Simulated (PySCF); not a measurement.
# C8H6: the cost of one run

Computed with PySCF 2.14.0 and routines of our own; the level stands in each step. Atoms count from 0.

### Step 1. The starting structure

14 atoms, charge 0, multiplicity 1; geometry from: GFN2-xTB.

### Step 2. Relaxing the molecule at PBE0-D3(BJ)/def2-SVP

What the job is given:

```
{"job": {"xc": "PBE0", "basis": "def2-SVP", "d3": "d3bj", "grid": 2, "kind": "geom"}, "charge": 0, "multiplicity": 1}
C     -1.347575    -0.370266     2.062545
C     -0.377474    -0.947529     1.321255
C      0.014069    -0.003470     0.290241
C      0.941435    -0.184088    -0.649717
C      1.954025    -0.965526    -1.312933
C      1.708001     0.250785    -1.789670
C     -0.806628     1.177725     0.487104
C     -1.613857     0.948652     1.545195
H     -1.854354    -0.803830     2.906417
H      0.052671    -1.924527     1.441592
H      2.504124    -1.873100    -1.373308
H      1.921373     1.010312    -2.502177
H     -0.752572     2.059917    -0.123211
H     -2.343916     1.624471     1.954526
```

The run is started by

```console
> OMP_NUM_THREADS=1 python excited_run.py task.json out
```

One launch serves the whole session: the jobs run in the order shown.

Q: Estimate the wall time and peak memory of this first job on 1 thread of Intel Xeon Platinum 8488C, shared host.

About 37 s, with a peak of 0.71 GiB.
